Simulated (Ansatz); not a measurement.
**CH4ClGeN: small, medium and large basis sets**

Aim: see how fast density functionals converge with the basis set for CH4ClGeN.

Computed with Ansatz 0.2.0, Gaussian basis. Level: one geometry, several basis sets.

Plan: PBE0-D4/def2-SVP; ωB97M-V/def2-SVP; PBE0-D4/def2-QZVPP; ωB97M-V/def2-QZVPP; the functionals' def2-TZVPP values are taken from earlier runs.

## 1. The relaxed structure

An earlier PBE0-D4 in a triple-zeta def2 set relaxation fixed the geometry.

SMILES `N=[C](Cl)[GeH3]`, 8 atoms, charge 0, spin multiplicity 1.

Atoms are counted from 1 here; the program's logs count them from 0.

Bond lengths: N1–C2 1.250 Å, N1–H5 1.019 Å, C2–Cl3 1.756 Å, C2–Ge4 1.976 Å, Ge4–H6 1.532 Å, Ge4–H7 1.537 Å, Ge4–H8 1.532 Å. Angles: C2–N1–H5 111.1°, N1–C2–Cl3 118.0°, N1–C2–Ge4 129.4°, Cl3–C2–Ge4 112.6°, C2–Ge4–H6 108.7°, C2–Ge4–H7 106.5°, C2–Ge4–H8 108.7°, H6–Ge4–H7 111.1°, H6–Ge4–H8 110.7°, H7–Ge4–H8 111.1°.

Coordinates:

```xyz
8

N     1.7451    0.5622   -0.6011
C     0.9335    0.0977    0.2289
Cl    1.5416   -0.3462    1.8152
Ge   -1.0049   -0.2323    0.0383
H     1.2833    0.7835   -1.4826
H    -1.7506    0.6021    1.0843
H    -1.3838    0.2017   -1.3868
H    -1.2720   -1.7259    0.2481
```

## 2. PBE0-D4 in def2-SVP

File in.yaml:

```yaml
crystal:
  periodic: [false, false, false]
  atoms:
    - {symbol: N, position_ang: [1.745091, 0.562221, -0.601114]}
    - {symbol: C, position_ang: [0.933508, 0.097741, 0.228920]}
    - {symbol: Cl, position_ang: [1.541647, -0.346220, 1.815154]}
    - {symbol: Ge, position_ang: [-1.004947, -0.232252, 0.038325]}
    - {symbol: H, position_ang: [1.283328, 0.783499, -1.482633]}
    - {symbol: H, position_ang: [-1.750571, 0.602145, 1.084289]}
    - {symbol: H, position_ang: [-1.383823, 0.201733, -1.386833]}
    - {symbol: H, position_ang: [-1.272032, -1.725867, 0.248094]}
basis:
  gaussian: {orbitals: def2-SVP}
hamiltonian: {xc: pbe0, dispersion: d4}
output: {orbitals: {seedname: orbitals}}
```

The runs that follow: ωB97M-V in def2-SVP; PBE0-D4 in def2-QZVPP; ωB97M-V in def2-QZVPP.

Q: Predict the results of all the runs planned. Wanted: PBE0-D4: double and triple zeta above quadruple; ωB97M-V: double and triple zeta above quadruple.

As calculated:

| quantity | value |
| --- | --- |
| PBE0-D4: double and triple zeta above quadruple | 16.15, 1.74 eV |
| ωB97M-V: double and triple zeta above quadruple | 16.15, 1.69 eV |

In words: For PBE0-D4 the step from double to triple zeta gains 14.41 eV and the next only 1.74 eV. Total energies overstate the basis error of differences, where much of it tends to cancel.
